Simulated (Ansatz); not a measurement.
**BN: a single-point run**

Aim: a sound single-point run of BN. The structure is shown as the input types it.

Computed with Ansatz 0.2.0 (density functional or hybrid calculation with the settings of its input, plane waves, unless a step's input says otherwise).

## (1) The system as given

The structure is hexagonal, space group P6_3mc (No. 186). The conventional cell has a = 2.544 Å, b = 2.544 Å, c = 4.208 Å, α = 90.00°, β = 90.00°, γ = 120.00°. B (site symmetry 3m) has 4 N at 1.56 to 1.58 Å as nearest neighbours. N (site symmetry 3m) has 4 B at 1.56 to 1.58 Å as nearest neighbours.

The input asks for a charge of -1 e on the cell.

Coordinates:

```cif
data_structure
_symmetry_space_group_name_H-M 'P 1'
_symmetry_Int_Tables_number 1
_cell_length_a 2.5440
_cell_length_b 2.5440
_cell_length_c 4.2078
_cell_angle_alpha 90.000
_cell_angle_beta 90.000
_cell_angle_gamma 120.000
_cell_volume 23.58
loop_
_atom_site_label
_atom_site_type_symbol
_atom_site_fract_x
_atom_site_fract_y
_atom_site_fract_z
_atom_site_occupancy
B1 B 0.33333 0.66667 0.00020 1
B2 B 0.66667 0.33333 0.50020 1
N1 N 0.33333 0.66667 0.37480 1
N2 N 0.66667 0.33333 0.87480 1
```

## (2) The run

input.yaml reads:

```yaml
crystal:
  lattice:
    - [2.5439500013, 0.0, 0.0]
    - [-1.2719750007, 2.2031253271, 0.0]
    - [0.0, 0.0, 4.2078153363]
  atoms:
    - { symbol: B, position: [0.3333333333, 0.6666666667, 0.0002034648] }
    - { symbol: B, position: [0.6666666667, 0.3333333333, 0.5002034648] }
    - { symbol: "N", position: [0.3333333333, 0.6666666667, 0.3747965352] }
    - { symbol: "N", position: [0.6666666667, 0.3333333333, 0.8747965352] }
kpoints:
  mp_grid: { grid: [9, 9, 4] }
hamiltonian:
  xc: pbe
scf:
  occupations: { method: fixed }
  n_extra_bands: 5
  max_iter: 59
output:
  forces: true
  stress: true
  eigenvalues: true
total_charge: -1
```

Launch:

```bash
$ ansatz run input.yaml --threads 4 --pin off --max-ram 3686MiB --backend cpu --events-out ev --progress --plain --runs-dir out
```

What happens when this is run?

The program refused the input before any cycle. It says: «inconsistent input (scf.occupations.method, magnetization): a σ = 0 step fill (method: fixed, or a smearing width below the step floor) cannot realise an odd electron count (17) without a locked total moment ...»

The typed charge leaves an electron count that fixed occupations can't fill in whole bands.

Remedy: remove the charge, or use smearing if the charged cell is meant.
